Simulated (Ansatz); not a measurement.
**CH₅NS₂W: how energies converge with the basis set**

How large a basis does CH₅NS₂W need? Two functionals are run in growing sets.

The runs use Ansatz 0.2.0, Gaussian basis; one geometry, several basis sets.

The runs, in order: PBE0-D4/def2-SVP; ωB97M-V/def2-SVP; PBE0-D4/def2-QZVPP; ωB97M-V/def2-QZVPP; the functionals' def2-TZVPP values are taken from earlier runs.

## (1) The relaxed structure

All runs share one geometry, relaxed beforehand with PBE0-D4 in a triple-zeta def2 set. W takes the def2 core potential; no spin-orbit term is included.

SMILES `[CH3][W]([NH2])(=[S])=[S]`, 10 atoms, charge 0, spin multiplicity 1.

Atoms are counted from 1 here; the program's logs count them from 0.

Bond lengths: C1–W2 2.106 Å, C1–H6 1.093 Å, C1–H7 1.094 Å, C1–H8 1.094 Å, W2–N3 1.918 Å, W2–S4 2.125 Å, W2–S5 2.125 Å, N3–H9 1.011 Å, N3–H10 1.011 Å. Angles: W2–C1–H6 110.1°, W2–C1–H7 109.8°, W2–C1–H8 109.8°, H6–C1–H7 108.8°, H6–C1–H8 108.8°, H7–C1–H8 109.5°, C1–W2–N3 106.4°, C1–W2–S4 105.6°, C1–W2–S5 105.6°, N3–W2–S4 112.2°, N3–W2–S5 112.2°, S4–W2–S5 114.1°, W2–N3–H9 123.5°, W2–N3–H10 123.5°, H9–N3–H10 111.5°.

## (2) PBE0-D4 in def2-SVP

in.yaml reads:

```yaml
crystal:
  periodic: [false, false, false]
  atoms:
    - {symbol: C, position_ang: [-1.453971, -0.442640, 0.297842]}
    - {symbol: W, position_ang: [0.238953, 0.462671, -0.568182]}
    - {symbol: N, position_ang: [1.747675, -0.095280, 0.477209]}
    - {symbol: S, position_ang: [0.325263, -0.275759, -2.559177]}
    - {symbol: S, position_ang: [-0.101326, 2.556121, -0.432224]}
    - {symbol: H, position_ang: [-2.353692, -0.162609, -0.255233]}
    - {symbol: H, position_ang: [-1.347791, -1.530697, 0.270356]}
    - {symbol: H, position_ang: [-1.561097, -0.113091, 1.335064]}
    - {symbol: H, position_ang: [2.152980, 0.463434, 1.215261]}
    - {symbol: H, position_ang: [2.353007, -0.862161, 0.219095]}
basis:
  gaussian: {orbitals: def2-SVP}
hamiltonian: {xc: pbe0, dispersion: d4}
output: {orbitals: {seedname: orbitals}}
```

After this run come: ωB97M-V in def2-SVP; PBE0-D4 in def2-QZVPP; ωB97M-V in def2-QZVPP.

Before running them: what should the planned runs give, taken together? Wanted: PBE0-D4: double and triple zeta above quadruple; ωB97M-V: double and triple zeta above quadruple.

The runs gave:

| quantity | value |
| --- | --- |
| PBE0-D4: double and triple zeta above quadruple | 11.89, 0.84 eV |
| ωB97M-V: double and triple zeta above quadruple | 11.97, 0.80 eV |

For PBE0-D4 the step from double to triple zeta gains 11.05 eV and the next only 0.84 eV. These are total energies; as a rule much of such shifts cancels in differences, which this series doesn't test.
